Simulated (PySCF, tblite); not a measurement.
# C7H7BCl2: geometry, infrared bands and NMR shifts

What infrared bands and NMR shifts should C7H7BCl2 (`C#CC[C@](C)(C#C)B(Cl)Cl`) show?

The runs use tblite 0.8.0 and PySCF 2.14.0, with density-fitted response routines of our own; the level of theory stands in each step. All values are computed, except where a source is named. Atoms are numbered from 0 throughout.

## 1. The starting structure

17 atoms, charge 0, multiplicity 1; geometry from: force field or distance geometry start.

Bonds of the start (Å): C0–C1 1.22, C1–C2 1.46, C2–C3 1.56, C3–C4 1.52, C3–C5 1.48, C5–C6 1.20, C3–B7 1.62, B7–Cl8 1.86, B7–Cl9 1.85, C0–H10 1.05, C2–H11 1.11, C2–H12 1.12, C4–H13 1.11, C4–H14 1.11, C4–H15 1.11, C6–H16 1.06.

## 2. Optimising the geometry with GFN2-xTB

Job settings and geometry (Å):

```
{"job": {"kind": "relax", "xc": "GFN2-xTB", "basis": "xTB"}, "charge": 0, "multiplicity": 1}
C      3.104900    -0.301800     0.433500
C      1.974400     0.103900     0.640600
C      0.622700     0.581100     0.917400
C     -0.438300     0.008700    -0.073900
C     -0.131900     0.432000    -1.506000
C     -1.765700     0.537900     0.296800
C     -2.842000     0.983600     0.594400
B     -0.516600    -1.605900     0.070200
Cl    -0.157700    -2.734600    -1.360100
Cl    -0.943200    -2.385300     1.696300
H      4.073600    -0.651000     0.242500
H      0.619900     1.691200     0.842700
H      0.345700     0.328500     1.973700
H     -0.080300     1.541400    -1.590300
H      0.841400     0.034700    -1.853500
H     -0.923200     0.076500    -2.197900
H     -3.790800     1.371200     0.863500
```

Run with:

```console
OMP_NUM_THREADS=1 python probes_run.py task.json out
```

The driver reads the jobs from task.json and runs them one after another.

The program printed:

```text
step      E/eV     max force
  0    -783.55573    2.458
  1    -783.63260    6.118
  2    -783.88609    1.237
  3    -783.94102    0.544
  4    -783.95760    1.448
  5    -783.96357    1.281
  6    -783.97715    0.330
  7    -783.98120    0.142
  8    -783.98381    0.170
  9    -783.98469    0.092
 10    -783.98549    0.066
 11    -783.98606    0.085
 12    -783.98656    0.064
 13    -783.98694    0.044
 14    -783.98730    0.040
 15    -783.98765    0.056
 16    -783.98797    0.050
 17    -783.98831    0.044
 18    -783.98871    0.048
 19    -783.98917    0.055
 20    -783.98958    0.057
 21    -783.98990    0.043
 22    -783.99018    0.041
 23    -783.99048    0.054
 24    -783.99076    0.053
 25    -783.99093    0.029
 26    -783.99103    0.029
 27    -783.99112    0.026
 28    -783.99124    0.033
 29    -783.99138    0.029
 30    -783.99152    0.032
 31    -783.99166    0.035
 32    -783.99185    0.048
 33    -783.99208    0.056
 34    -783.99231    0.039
 35    -783.99247    0.032
 36    -783.99257    0.030
 37    -783.99264    0.026
 38    -783.99271    0.021
 39    -783.99276    0.016
 40    -783.99280    0.018
 41    -783.99284    0.019
 42    -783.99289    0.023
 43    -783.99294    0.020
 44    -783.99299    0.024
 45    -783.99306    0.027
 46    -783.99314    0.026
 47    -783.99327    0.039
 48    -783.99343    0.040
 49    -783.99355    0.025
 50    -783.99362    0.022
 51    -783.99367    0.023
 52    -783.99373    0.023
 53    -783.99381    0.026
 54    -783.99387    0.018
 55    -783.99390    0.017
 56    -783.99393    0.017
 57    -783.99398    0.028
 58    -783.99404    0.032
 59    -783.99409    0.024
 60    -783.99414    0.015
 61    -783.99418    0.014
 62    -783.99423    0.024
 63    -783.99430    0.031
 64    -783.99437    0.022
 65    -783.99440    0.012
 66    -783.99442    0.012
 67    -783.99444    0.014
 68    -783.99446    0.016
 69    -783.99449    0.013
 70    -783.99452    0.013
 71    -783.99455    0.014
 72    -783.99459    0.020
 73    -783.99466    0.025
 74    -783.99474    0.026
 75    -783.99482    0.021
 76    -783.99487    0.018
 77    -783.99491    0.018
 78    -783.99496    0.020
 79    -783.99502    0.016
 80    -783.99507    0.012
 81    -783.99510    0.011
 82    -783.99511    0.011
 83    -783.99513    0.010
 84    -783.99516    0.012
 85    -783.99521    0.015
 86    -783.99527    0.016
 87    -783.99532    0.015
 88    -783.99536    0.014
 89    -783.99540    0.013
 90    -783.99542    0.011
 91    -783.99544    0.005
```

Run time: 1.4 s. Hardware: 1 thread of Arm Neoverse N1, shared host; peak memory 0.18 GiB.

Relaxation path: (not every step is listed)

```
step  energy from step 0 (eV)  largest force (eV/Å)
   0                   0.0000                2.4577
   1                  -0.0769                6.1183
   2                  -0.3304                1.2372
   3                  -0.3853                0.5436
   4                  -0.4019                1.4478
   5                  -0.4078                1.2813
   6                  -0.4214                0.3299
   7                  -0.4255                0.1419
   8                  -0.4281                0.1702
  15                  -0.4319                0.0565
  22                  -0.4344                0.0406
  29                  -0.4357                0.0290
  36                  -0.4368                0.0296
  43                  -0.4372                0.0195
  50                  -0.4379                0.0224
  57                  -0.4382                0.0280
  64                  -0.4386                0.0222
  71                  -0.4388                0.0143
  78                  -0.4392                0.0198
  85                  -0.4395                0.0149
  86                  -0.4395                0.0156
  87                  -0.4396                0.0153
  88                  -0.4396                0.0136
  89                  -0.4397                0.0132
  90                  -0.4397                0.0110
  91                  -0.4397                0.0054
```

Close pairs (by a distance rule), those that changed most:

```
  bond  before (Å)  after (Å)  change (Å)
B7–Cl8       1.857      1.712      -0.145
B7–Cl9       1.853      1.717      -0.136
C2–H12       1.121      1.093      -0.028
C4–H13       1.114      1.088      -0.026
C4–H15       1.110      1.087      -0.023
 C0–C1       1.219      1.197      -0.022
C4–H14       1.107      1.087      -0.020
C2–H11       1.113      1.093      -0.019
```

The final coordinates are the input of the step that follows.

## 3. Vibrational analysis with GFN2-xTB

Job settings and geometry (Å):

```
{"job": {"kind": "ir", "xc": "GFN2-xTB", "basis": "xTB"}, "charge": 0, "multiplicity": 1}
C      3.001488    -0.402453     0.459343
C      1.926938     0.078674     0.673720
C      0.605826     0.626107     0.898562
C     -0.425784     0.004410    -0.085129
C     -0.111692     0.475120    -1.514069
C     -1.747768     0.497568     0.287803
C     -2.827357     0.910979     0.597715
B     -0.455350    -1.603644     0.072754
Cl    -0.350009    -2.643033    -1.283169
Cl    -0.632378    -2.304599     1.630052
H      3.954074    -0.808067     0.291118
H      0.628159     1.710029     0.757485
H      0.301949     0.417044     1.927573
H     -0.165608     1.560455    -1.570302
H      0.888748     0.155807    -1.796479
H     -0.825452     0.057417    -2.219467
H     -3.772781     1.280216     0.862579
```

The program printed:

```text
mode    cm-1     km/mol
  1      12.3      0.01
  2      45.8      0.05
  3      87.3      0.12
  4      96.5      0.02
  5     145.6      0.51
  6     170.1      0.59
  7     198.1      1.98
  8     224.1      1.88
  9     244.5      1.19
 10     293.1      0.28
 11     308.4      0.41
 12     341.2      0.27
 13     372.9      1.30
 14     437.8      5.54
 15     451.5      2.39
 16     500.0      7.71
 17     534.0      7.39
 18     642.9     16.78
 19     652.8      9.80
 20     666.7     26.31
 21     672.9     39.75
 22     777.5    116.17
 23     828.8     13.15
 24     910.6     41.80
 25     943.4     19.03
 26     961.3     50.62
 27    1013.4      3.33
 28    1094.4      1.01
 29    1138.0      3.42
 30    1152.4      5.46
 31    1213.1      0.36
 32    1287.6      1.85
 33    1406.9      6.03
 34    1442.1      9.83
 35    1488.4      7.15
 36    1494.6     11.61
 37    2279.6      8.37
 38    2294.7     13.61
 39    2955.5     25.10
 40    2971.4     16.69
 41    3031.9     32.53
 42    3042.7     15.39
 43    3049.3     19.20
 44    3395.9      7.03
 45    3398.4      5.99
```

It took 1.4 s on 1 thread of Arm Neoverse N1, shared host; peak memory 0.18 GiB.

Which atoms move in the most intense modes:

```
cm⁻¹  km/mol                                 atoms
 667    26.3                              H16 77 %
 673    39.8                    H10 51 %, H16 26 %
 778   116.2                               B7 85 %
 911    41.8  C2 24 %, H11 22 %, H12 18 %, B7 18 %
 961    50.6   H13 22 %, B7 18 %, C3 16 %, C2 11 %
2956    25.1                    H11 66 %, H12 25 %
3032    32.5                              H13 90 %
3049    19.2                              H15 88 %
```

## 4. Nuclear shieldings: PBE0/pcSseg-1

Same as in step 3 but for these lines:

```diff
@@ -1,2 +1,2 @@
-{"job": {"kind": "ir", "xc": "GFN2-xTB", "basis": "xTB"}, "charge": 0, "multiplicity": 1}
+{"job": {"kind": "nmr", "xc": "PBE0", "basis": "pcSseg-1"}, "charge": 0, "multiplicity": 1}
 C      3.001488    -0.402453     0.459343
```

Level: GIAO PBE0/pcSseg-1 NMR shielding, non-relativistic, gas phase.

The program printed:

```text
coarse grid: 16280 points
cycle   1  E = -1215.2814910259  dE =  1.467e+00  |g| = 5.041e-01  |ddm| = 4.212e+00
cycle   2  E = -1215.2807201526  dE =  7.709e-04  |g| = 5.178e-01  |ddm| = 1.259e+00
cycle   3  E = -1215.3424655962  dE = -6.175e-02  |g| = 1.553e-01  |ddm| = 6.396e-01
cycle   4  E = -1215.3478048603  dE = -5.339e-03  |g| = 6.303e-02  |ddm| = 1.799e-01
cycle   5  E = -1215.3487108578  dE = -9.060e-04  |g| = 1.728e-02  |ddm| = 5.213e-02
cycle   6  E = -1215.3487857273  dE = -7.487e-05  |g| = 3.039e-03  |ddm| = 2.219e-02
cycle   7  E = -1215.3487879611  dE = -2.234e-06  |g| = 1.019e-03  |ddm| = 4.065e-03
final grid: 150760 points
cycle   8  E = -1215.4075446165  dE = -5.692e-05  |g| = 7.706e-03  |ddm| = 6.496e-02
cycle   9  E = -1215.4075387295  dE =  5.887e-06  |g| = 8.822e-03  |ddm| = 1.716e-02
cycle  10  E = -1215.4075570876  dE = -1.836e-05  |g| = 2.942e-03  |ddm| = 1.037e-02
cycle  11  E = -1215.4075590793  dE = -1.992e-06  |g| = 6.714e-04  |ddm| = 2.627e-03
cycle  12  E = -1215.4075591797  dE = -1.004e-07  |g| = 1.527e-04  |ddm| = 5.917e-04
cycle  13  E = -1215.4075591845  dE = -4.815e-09  |g| = 6.637e-05  |ddm| = 1.696e-04
cycle  14  E = -1215.4075591854  dE = -9.554e-10  |g| = 2.360e-05  |ddm| = 6.424e-05
converged SCF energy = -1215.4075591854

GIAO shielding tensors (ppm)
atom      isotropic    diamagn.    paramagn.     s11        s22        s33       span
  0 C      108.023     257.569    -149.546     35.669     37.503    250.898    215.229
  1 C      100.133     260.951    -160.818      0.435      7.482    292.481    292.047
  2 C      153.440     246.818     -93.379    141.397    145.163    173.758     32.361
  3 C      152.791     241.731     -88.940    136.397    154.748    167.229     30.831
  4 C      160.159     244.553     -84.394    143.592    156.488    180.397     36.805
  5 C       94.694     260.546    -165.853    -14.504      1.227    297.357    311.861
  6 C      107.407     258.618    -151.212     37.822     43.502    240.895    203.073
  7 B       39.034     188.651    -149.617      5.893     28.361     82.849     76.956
  8 Cl     662.198    1147.220    -485.022    362.158    695.847    928.589    566.432
  9 Cl     685.519    1146.989    -461.471    386.061    742.306    928.189    542.128
 10 H       30.264      33.847      -3.583     24.672     25.196     40.924     16.251
 11 H       29.306      27.370       1.935     25.029     28.445     34.443      9.415
 12 H       28.440      27.152       1.289     25.533     27.474     32.313      6.780
 13 H       30.557      28.861       1.696     26.613     28.231     36.828     10.215
 14 H       29.677      29.741      -0.064     26.450     28.170     34.410      7.960
 15 H       29.928      29.132       0.796     25.601     29.045     35.138      9.537
 16 H       30.031      34.270      -4.239     24.648     24.917     40.528     15.880
```

Wall time 86 s (1 thread of Arm Neoverse N1, shared host); peak memory 0.9 GiB.

The references, computed at this level on geometries of the same kind, shield at (ppm): 1H TMS 31.72, 13C TMS 186.9, 11B BF3·OEt2 100.1, 35Cl HCl 950. Their shielding less the atom's gives the shift. The references are single molecules in the gas phase. Atoms listed in one row are averaged.

```
        atoms                                           environment  σ (ppm)  δ (ppm)  δ scaled to CDCl3
           C5                                         alkyne carbon     94.7     92.2               88.1
           C1                                         alkyne carbon    100.1     86.8               82.8
           C6                                terminal alkyne carbon    107.4     79.5               75.7
           C0                                terminal alkyne carbon    108.0     78.9               75.1
           C3  propargylic fully substituted sp3 carbon bonded to B    152.8     34.1               31.4
           C2                                   propargylic sp3 CH2    153.4     33.5               30.8
           C4                                         methyl carbon    160.2     26.8               24.2
          H12                     hydrogen on a propargylic sp3 CH2    28.44     3.28               3.19
          H11                     hydrogen on a propargylic sp3 CH2    29.31     2.41               2.38
          H16                  hydrogen on a terminal alkyne carbon    30.03     1.69               1.69
H13, H14, H15                           hydrogen on a methyl carbon    30.05     1.66               1.67
          H10                  hydrogen on a terminal alkyne carbon    30.26     1.45               1.48
           B7                               boron bonded to C, 2 Cl     39.0     61.0                  –
     Cl8, Cl9                                  chlorine bonded to B      674      276                  –
```

The scaled column applies a straight-line fit of computed shieldings to shifts measured in CDCl3, with any fitted terms for Cl, Br or S neighbours (root-mean-square error 0.16 ppm for H, 1.9 ppm for C).

The run also stored atomic charges by several schemes (e):

```
   atoms  Mulliken    IAO  Hirshfeld  ESP fit
      C0     -0.38  -0.25      -0.11    -0.55
      C1      0.12  -0.03      -0.04     0.21
      C2      0.03  -0.26      -0.05    -0.57
      C3     -0.71  -0.10      -0.04     0.64
      C4     -0.12  -0.41      -0.12    -0.47
      C5      0.46  -0.03      -0.04    -0.20
      C6     -0.46  -0.24      -0.11    -0.37
      B7      0.58   0.15       0.17     0.08
Cl8, Cl9     -0.15  -0.02      -0.03    -0.08
```

Mayer bond orders: C0–C1 2.54, C1–C2 1.13, C2–C3 1.01, C3–C4 1.03, C3–C5 0.92, C5–C6 2.47, C3–B7 0.86, B7–Cl8 1.20, B7–Cl9 1.20.

## 5. Summary of results

| quantity | value |
| --- | --- |
| strongest single infrared mode (GFN2-xTB) | 778 cm⁻¹, 116 km/mol |
| zero-point energy (GFN2-xTB) | 72.4 kcal/mol |
| 13C shifts against TMS (PBE0/pcSseg-1) | 92.2, 86.8, 79.5, 78.9, 34.1, 33.5, 26.8 ppm |
| 1H shifts against TMS (PBE0/pcSseg-1, means over atoms taken as alike) | 3.28, 2.41, 1.69, 1.66, 1.45 ppm |
| 11B shifts against BF3·OEt2 (PBE0/pcSseg-1) | 61.0 ppm |
| 35Cl shifts against HCl (PBE0/pcSseg-1, means over atoms taken as alike) | 276 ppm |

In words: The optimisation took 91 steps and gained 0.440 eV; among the close pairs (by a distance rule), B7–Cl8 changed most, from 1.857 to 1.712 Å. All 45 modes are real, so the xTB geometry is a minimum. The strongest single mode, at 778 cm⁻¹, moves mainly B7. GFN2-xTB is a fitted tight-binding method: band positions and strengths are rough. Its intensities can rank the bands wrongly. At PBE0/pcSseg-1: Shielding is most anisotropic at Cl8, Cl9 (span 554 ppm, paramagnetic term -473 ppm).
